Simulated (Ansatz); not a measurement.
## CH₅ClFSbSi, SMILES C[SiH2][Sb]([F])[Cl]: energies of removing a hydrogen, step by step

Program: Ansatz 0.2.0, Python API.

Typed at the interpreter:
```pycon
>>> import ansatz as az
>>> BASIS_SET = "def2-SVPD"
>>> FUNCTIONAL = "r2scan"
>>> def energy_of(molecule, charge=0, unpaired=0):
...     calc = molecule.calculation().basis(gaussian=BASIS_SET).functional(FUNCTIONAL)
...     if charge:
...         calc = calc.charge(charge)
...     if unpaired:
...         calc = calc.spin("collinear", total=unpaired)
...     report = calc.run().report
...     if report["published_state_doubts"]:
...         print("  doubts:", report["published_state_doubts"])
...     return report["free_energy_ev"]
...
>>> def without(molecule, index):
...     rest = az.Crystal.molecule()
...     for i, site in enumerate(molecule.cartesian_sites):
...         if i != index:
...             rest = rest.atom(site.symbol, site.position_ang)
...     return rest
...
>>> geometry_ang = [
...     ("C", (-0.8291, -0.5729, 0.7975)),
...     ("Si", (0.8845, 0.0185, 0.5292)),
...     ("Sb", (1.1765, 0.7966, -1.8613)),
...     ("F", (0.1703, -0.697, -2.5512)),
...     ("Cl", (-0.696, 2.2449, -1.7325)),
...     ("H", (-1.1151, -1.3333, 0.0775)),
...     ("H", (-0.9776, -0.8859, 1.8311)),
...     ("H", (-1.5233, 0.3429, 0.5979)),
...     ("H", (1.2006, 1.1422, 1.4931)),
...     ("H", (1.7924, -1.107, 0.8218)),
... ]
>>> mol = az.Crystal.molecule()
>>> for symbol, xyz in geometry_ang:
...     mol = mol.atom(symbol, xyz)
...
>>> whole = energy_of(mol, 0)
>>> hydrogen = energy_of(az.Crystal.molecule().atom("H", (0, 0, 0)), 0, 1)
>>> print(f"E(molecule) = {whole:.5f} eV, E(H) = {hydrogen:.5f} eV")
E(molecule) = -30765.65785 eV, E(H) = -13.58417 eV
>>> for index in [7, 9]:
...     radical = energy_of(without(mol, index), 0, 1)
...     print(f"H{index}: homolysis {96.485332 * (radical + hydrogen - whole):.1f} kJ/mol")
...
H7: homolysis 451.9 kJ/mol
H9: homolysis 365.3 kJ/mol
```

Caveats:
- These settings explore the input space; basis and method may be short of convergence.
- The geometry is a force-field or estimated start, not a minimum of this method, and the basis set is short of its limit. All parts are taken at fixed geometry, without zero-point energy.
- def2 sets replace the cores of elements past krypton by effective core potentials.
- The spin-orbit lowering of heavy atoms is left out.
- Run time: 2.1 min on 1 thread of Arm Neoverse N1 (shared host), peak memory 0.39 GiB.
